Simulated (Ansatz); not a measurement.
Consider cell relaxations under several functionals of ClO, space group Pm-3m (the Python package of Ansatz (0.2.0)).

The script, `lattice.py`:
```python
from dataclasses import dataclass

import ansatz as az
import numpy as np


@dataclass(frozen=True)
class RunConfig:
    cutoff_ev: int = 450
    k_density: float = 4.1
    smearing: str = 'gaussian'
    sigma: float = 0.1
    fmax: float = 0.03


opts = RunConfig()

def edges_and_angles(cell):
    cell = np.asarray(cell)
    a, b, c = np.linalg.norm(cell, axis=1)
    cosines = cell[1] @ cell[2] / (b * c), cell[0] @ cell[2] / (a * c), cell[0] @ cell[1] / (a * b)
    return (a, b, c, *np.degrees(np.arccos(cosines)))


def main() -> None:
    lattice = az.Lattice.of(
        (3.185217, 0.0, 0.0),
        (0.0, 3.185217, 0.0),
        (0.0, 0.0, 3.185217),
    )
    sites = [
        ('Cl', (0.0, 0.0, 0.0)),
        ('O', (0.5, 0.5, 0.5)),
    ]
    xtal = az.Crystal(lattice=lattice)
    for symbol, position in sites:
        xtal = xtal.atom(symbol, position)

    setup = (
        xtal.calculation()
        .basis(opts.cutoff_ev)
        .kpoints(density=opts.k_density)
        .occupations(opts.smearing, width=opts.sigma)
        .relax(cell=True, force_tolerance=opts.fmax)
    )

    levels = [('pbesol', 'd3bj'), ('blyp', 'd3bj'), ('pbesol', 'none')]
    print('level            a       b       c    alpha   beta  gamma  V/atom  steps')
    for name, dispersion in levels:
        seen = []
        run = setup.functional(name, dispersion=dispersion).session().plan()
        out = run.execute(on_event=lambda e: seen.append(e) if e['event'] == 'relax_step' else None)
        cell = out.lattice.cell_ang
        label = name if dispersion == 'none' else f'{name}+{dispersion}'
        print('{:13s} {:7.4f} {:7.4f} {:7.4f} {:6.2f} {:6.2f} {:6.2f}'.format(label, *edges_and_angles(cell)), f'{abs(np.linalg.det(cell)) / len(out.lattice.sites):7.3f} {len(seen):5d}')


if __name__ == '__main__':
    main()
```

Rank the levels of theory by the volume of the relaxed cell.

From smallest to largest: PBEsol+D3BJ (11.56 Å³ an atom, -28.5 % against the start), PBEsol (11.79 Å³ an atom, -27.1 % against the start) and BLYP+D3BJ (13.38 Å³ an atom, -17.2 % against the start). The spread is 15.8 % in volume.

The output:

```console
$ python lattice.py
level            a       b       c    alpha   beta  gamma  V/atom  steps
pbesol+d3bj    2.8487  2.8487  2.8487  90.00  90.00  90.00  11.559     8
blyp+d3bj      2.9914  2.9914  2.9914  90.00  90.00  90.00  13.384     7
pbesol         2.8673  2.8673  2.8673  90.00  90.00  90.00  11.787     7
```

Notes:
- The cell holds an odd number of electrons and is run without spin, so a magnetic state may lie lower.
- Forces vanish by symmetry, so the ions can't move, and the end may be a saddle.
- BLYP and dispersion corrections can be off by several per cent in the lattices of metals, and by several GPa in the pressure at a fixed cell.
- This cell is a computed structure, which may not be the phase found in nature.
- Run time: 16 s on 1 thread of Intel(R) Xeon(R) Processor @ 2.30GHz, on a shared host, peak memory 0.5 GiB.
